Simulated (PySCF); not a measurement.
**A diatomic session: YbH**

One table from this session's results is given with a row withheld; the runs are named, their logs left out.

Program: PySCF 2.14.0. Level of theory: Yb x2c-SVPall, H x2c-SVPall, spin-free X2C with a Gaussian nucleus. These are calculated values, not measurements.

The first run:

The job is set up so:

```yaml
atoms: Yb, H
charge: 0
basis: Yb x2c-SVPall, H x2c-SVPall
Hamiltonian: spin-free X2C with a Gaussian nucleus
basis_functions: 90
electrons_treated: 71
masses_in_u: 173.9389, 1.0078
levels: PBE0, PBE, r²SCAN, M06-L, PW91, LC-ωPBE, HF, MP2, SCS-MP2
grid: 80 radial by 434 angular points
occupations: held fixed by the projection of orbital angular momentum
dissociation_limit: Yb + H, each in its ground configuration
starting_distance_in_angstrom: 1.815
values_of_2S_to_try: 1, 3
```

The run is started by

```
$ OMP_NUM_THREADS=2 python dia.py task.json out
```

Among the steps run: The job; First curve: PBE0; Other states along the same grid; PBE (GGA); r²SCAN; M06-L (meta-GGA); PW91; LC-ωPBE; UHF.

One table of the session follows, with a row left open; its other results are not shown here.

It belongs to the step «The curves together». Energy (eV) from each level's lowest point:

```
R (Å)    UHF  UHF-MP2  UHF-SCS-MP2    PBE   PW91
1.767  0.530    0.274        0.315  0.255  0.249
1.849  0.287    0.112        0.139  0.107  0.103
1.932  0.129    0.026        0.039  0.027  0.024
1.993  0.056    0.000        0.005  0.002  0.000
2.055  0.015    0.002        0.000  0.000  0.000
2.117  0.000    0.026        0.018  0.018  0.019
2.199  0.014    0.085        0.070  0.064  0.068
2.302  0.074    0.191        0.168  0.150  0.155
2.425      ?        ?            ?      ?      ?
2.589  0.382    0.576        0.544  0.467  0.479
```

Q: Estimate the row for R (Å) = 2.425 from the others.

Worked estimate for «UHF». A straight line through the neighbours (2.302, 0.074) and (2.589, 0.382) gives 0.074 + (0.382 − 0.074) × (2.425 − 2.302) / (2.589 − 2.302) = 0.206; a parabola fitted to 3 rows on both sides gives 0.181.

As computed: UHF: 0.188; UHF-MP2: 0.348; UHF-SCS-MP2: 0.319; PBE: 0.278; PW91: 0.286. In «UHF» the line misses by +0.018 and the parabola by -0.007.

Limits of these values: The state is the lowest single determinant that the PBE0 search found; with open d or f shells the true ground state can be another one. At some levels the lowest empty orbital lies below the highest filled one (the two can be of opposite spin).
